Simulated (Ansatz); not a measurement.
# CH₅ClFNOZr: ionisation energy by level of theory

An exercise on one series of results from a longer session: the logs are not shown, and one member is left open.

Computed with Ansatz 0.2.0, Gaussian basis. Level: unrestricted cation, the program's frozen cores in correlated methods.

Plan: UKS PBE-D4/def2-TZVPP; UKS r2SCAN-D4/def2-TZVPP; UKS PBE0-D4/def2-TZVPP; UKS B3LYP-D4/def2-TZVPP; UKS wB97X-V/def2-TZVPP; UKS wB97M-V/def2-TZVPP; UKS B2PLYP/def2-TZVPP; UHF-CCSD(T)/def2-TZVPP; UHF-MP2/def2-QZVPP; extrapolation to the limit; then −ε(HOMO) from the neutral's earlier runs with LDA (SPW92), PBE-D4, revPBE-D4, BLYP-D4, r2SCAN-D4, B97M-V, PBE0-D4, B3LYP-D4, r2SCANh-D4, r2SCAN0-D4, HSE06-D4, BHLYP-D4, CAM-B3LYP-D4, LC-ωPBE, ωB97X-V, ωB97M-V.

1 further run of the same task is left out (for a known fault of the program).

## Structure used throughout

All runs share one geometry, relaxed beforehand with PBE0-D4 in a triple-zeta def2 set. Zr takes the def2 core potential; no spin-orbit term is included.

SMILES `C[NH][Zr]([OH])([F])[Cl]`, 11 atoms, charge 0, spin multiplicity 1.

Atoms are counted from 1 here; the program's logs count them from 0.

Bond lengths: C1–N2 1.450 Å, C1–H7 1.096 Å, C1–H8 1.092 Å, C1–H9 1.096 Å, N2–Zr3 2.007 Å, N2–H10 1.015 Å, Zr3–O4 1.909 Å, Zr3–F5 1.912 Å, Zr3–Cl6 2.378 Å, O4–H11 0.953 Å. Angles: N2–C1–H7 111.9°, N2–C1–H8 109.8°, N2–C1–H9 111.9°, H7–C1–H8 107.4°, H7–C1–H9 108.1°, H8–C1–H9 107.5°, C1–N2–Zr3 130.7°, C1–N2–H10 111.3°, Zr3–N2–H10 118.0°, N2–Zr3–O4 106.2°, N2–Zr3–F5 107.6°, N2–Zr3–Cl6 108.8°, O4–Zr3–F5 115.4°, O4–Zr3–Cl6 110.5°, F5–Zr3–Cl6 108.1°, Zr3–O4–H11 162.6°.

The first run:

in.yaml

```yaml
crystal:
  periodic: [false, false, false]
  atoms:
    - {symbol: C, position_ang: [1.384697, -1.012499, -0.278214]}
    - {symbol: N, position_ang: [0.776236, 0.289233, -0.468913]}
    - {symbol: Zr, position_ang: [-0.987970, 1.012594, 0.156544]}
    - {symbol: O, position_ang: [-2.077674, -0.505529, 0.548678]}
    - {symbol: F, position_ang: [-1.654542, 2.170798, -1.210407]}
    - {symbol: Cl, position_ang: [-0.633946, 2.310074, 2.117164]}
    - {symbol: H, position_ang: [1.627297, -1.493889, -1.232114]}
    - {symbol: H, position_ang: [0.693102, -1.670267, 0.252786]}
    - {symbol: H, position_ang: [2.303361, -0.952106, 0.316008]}
    - {symbol: H, position_ang: [1.386337, 0.908188, -0.992455]}
    - {symbol: H, position_ang: [-2.816907, -1.056609, 0.790915]}
basis:
  gaussian: {orbitals: def2-TZVPP}
total_charge: 1
magnetization: {spin_polarized: true, initial_magnetization: 1}
hamiltonian: {xc: pbe, dispersion: d4}
```

Run with:

```sh
$ ansatz run in.yaml --threads 2 --pin off --events-out ev --progress --plain --max-ram 32768MiB --backend cuda --devices 0, --max-vram 18GiB
```

Steps of the session up to this table: Cation, UKS PBE-D4/def2-TZVPP; Cation, UKS r2SCAN-D4/def2-TZVPP; Cation, UKS PBE0-D4/def2-TZVPP; Cation, UKS B3LYP-D4/def2-TZVPP; Cation, UKS wB97X-V/def2-TZVPP; Cation, UKS wB97M-V/def2-TZVPP; Cation, UKS B2PLYP (frozen core)/def2-TZVPP; Cation, UHF-CCSD(T)/def2-TZVPP; Cation, UHF-MP2/def2-QZVPP.

One table of the session follows, with a row left open; its other results are not shown here.

It belongs to the step «Ionisation energies side by side». Orbital estimates, from the neutral's runs:

| functional | −ε(HOMO) (eV) |
| --- | --- |
| LDA (SPW92) | 6.09 |
| PBE-D4 | 5.93 |
| revPBE-D4 | 5.86 |
| BLYP-D4 | 5.81 |
| r2SCAN-D4 | 6.19 |
| B97M-V | ? |
| PBE0-D4 | 7.25 |
| B3LYP-D4 | 7.03 |
| r2SCANh-D4 | 6.69 |
| r2SCAN0-D4 | 7.44 |
| HSE06-D4 | 6.85 |
| BHLYP-D4 | 8.49 |
| CAM-B3LYP-D4 | 8.63 |
| LC-ωPBE | 9.98 |
| ωB97X-V | 9.62 |
| ωB97M-V | 9.53 |

Estimate the missing values for B97M-V.

**Answer.** −ε(HOMO) (eV): 6.25. In the column «−ε(HOMO) (eV)» it lies between r2SCAN-D4 (6.19) and r2SCANh-D4 (6.69).
